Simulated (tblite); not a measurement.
# C4H12BNSi2: the cost of one run

Programs: tblite 0.8.0 and PySCF 2.14.0, with density-fitted response routines of our own. Each step states its level of theory. These are calculated values for one molecule in the gas phase, unless marked as measured. Atoms count from 0, in the outputs and in this text.

## (1) The molecule as given

20 atoms, charge 0, multiplicity 1; geometry from: force field or distance geometry start.

Bonds of the start (Å): C0–C1 1.20, C1–Si2 1.82, Si2–Si3 2.24, Si3–N4 1.78, N4–B5 1.53, B5–C6 1.59, B5–C7 1.59, C0–H8 1.06, Si2–H9 1.46, Si2–H10 1.46, Si3–H11 1.48, Si3–H12 1.49, N4–H13 1.04, C6–H14 1.10, C6–H15 1.10, C6–H16 1.11, C7–H17 1.10, C7–H18 1.11, C7–H19 1.11.

## (2) Geometry optimisation with GFN2-xTB

What the job is given:

```
{"job": {"kind": "relax", "xc": "GFN2-xTB", "basis": "xTB"}, "charge": 0, "multiplicity": 1}
C      1.873500     1.390000     1.862900
C      1.938500     0.329400     1.301500
Si     2.063500    -1.287600     0.481500
Si    -0.007200    -2.016500     0.013100
N     -0.746000    -1.064100    -1.295700
B     -0.971800     0.373200    -0.835800
C     -0.152500     1.556400    -1.523300
C     -2.056300     0.726000     0.276000
H      1.799400     2.327900     2.349200
H      2.809300    -1.144700    -0.768500
H      2.726900    -2.244100     1.363400
H      0.082000    -3.430800    -0.403700
H     -0.841000    -1.952700     1.244200
H     -1.676500    -1.476200    -1.517400
H      0.551800     1.147700    -2.264500
H     -0.860500     2.245400    -2.014000
H      0.417200     2.113300    -0.744100
H     -1.567800     1.184400     1.146700
H     -2.805000     1.431400    -0.147200
H     -2.582600    -0.197900     0.604800
```

Run with:

```
OMP_NUM_THREADS=1 python probes_run.py task.json out
```

The driver reads the jobs from task.json and runs them one after another.

**Question.** How long does this first job take on 1 thread of Arm Neoverse N1, shared host, and how much memory does it need?

About 2 s, with a peak of 0.18 GiB.
